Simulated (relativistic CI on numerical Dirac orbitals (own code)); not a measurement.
# Co³⁺: 2p photoemission multiplets

Aim: the 2p photoemission spectrum of Co³⁺ in 4 surroundings, from the same atomic integrals.

The numbers are computed with relativistic CI on numerical Dirac orbitals (own code) version 1 (Dirac-Coulomb-Breit CI, KLI orbitals optimised for each configuration, model QED (radiative potential, 1s self-energy scaled to tabulated hydrogen-like ionisation energies), valence Slater integrals scaled by 0.9, multiplet model of photoemission in the sudden approximation), except any that are marked as measured or tabulated.

**1. The system**

| Property | Result |
| --- | --- |
| ion | Co³⁺ (Co IV) |
| nuclear charge | 27 |
| electrons | 24 |
| configurations | [Ar] 3d6 → [He] 2s2 2p5 3s2 3p6 3d6 |
| temperature | 300 K |
| widths | Lorentz 0.7 eV, Gauss 0.6 eV |
| surrounding 1 | free ion |
| surrounding 2 | Oh, 10Dq = 4100 cm⁻¹ |
| surrounding 3 | Oh, 10Dq = 11400 cm⁻¹ |
| surrounding 4 | Oh, 10Dq = 18650 cm⁻¹ |

**2. Surrounding 1: free ion**

The run's settings:

```ini
atom Co  Z=27  charge=3  electrons=24
nucleus A=59  rms_radius_fm=3.7875
hamiltonian dirac-coulomb  breit=on  qed=on  c_scale=1
orbitals kli  potential=per-configuration
slater_scale 0.9
correlation none
mixing on
configurations
  [Ar] 3d6
  [He] 2s2 2p5 3s2 3p6 3d6
end
photoemission 2p T=300 lorentz=0.7 gauss=0.6
crystal_field free
```

**3. Surrounding 2: Oh, 10Dq = 4100**

The settings differ from step 2 so:

```diff
@@ -12,2 +12,2 @@
 photoemission 2p T=300 lorentz=0.7 gauss=0.6
-crystal_field free
+crystal_field Oh 10Dq=4100
```

**4. Surrounding 3: Oh, 10Dq = 11400**

The settings differ from step 3 so:

```diff
@@ -12,2 +12,2 @@
 photoemission 2p T=300 lorentz=0.7 gauss=0.6
-crystal_field Oh 10Dq=4100
+crystal_field Oh 10Dq=11400
```

**5. Surrounding 4: Oh, 10Dq = 18650**

The settings differ from step 4 so:

```diff
@@ -12,2 +12,2 @@
 photoemission 2p T=300 lorentz=0.7 gauss=0.6
-crystal_field Oh 10Dq=11400
+crystal_field Oh 10Dq=18650
```

(Steps that only read results are left out.)

Q: Predict the outcome of this session. Wanted: highest peak, first run; ground spin.

As calculated:

| surrounding | ground S | centroid (eV) | spread (eV) | up to four highest peaks (% of the highest), eV |
| --- | --- | --- | --- | --- |
| 1: free | 2.00 | 842.13 | 7.90 | 834.2 (100), 836.3 (98), 838.3 (45), 852.5 (69) |
| 2: Oh | 2.00 | 842.15 | 7.84 | 834.4 (100), 836.5 (95), 851.6 (49), 852.6 (64) |
| 3: Oh | 2.00 | 842.15 | 7.83 | 834.5 (100), 836.1 (83), 851.5 (50), 852.6 (59) |
| 4: Oh | 2.00 | 842.15 | 7.83 | 834.5 (100), 836.0 (84), 851.6 (49), 852.6 (57) |

| quantity | value |
| --- | --- |
| highest peak, first run | 834.2 eV |
| ground spin (effective S from ⟨S²⟩) | 2.00 |

What this shows: The position of the maximum differs by up to 0.3 eV between the surroundings, by shifts of peaks or by peaks exchanging rank. Energies are those of the free ion without screening by ligands; binding energies in solids differ by tens of eV.
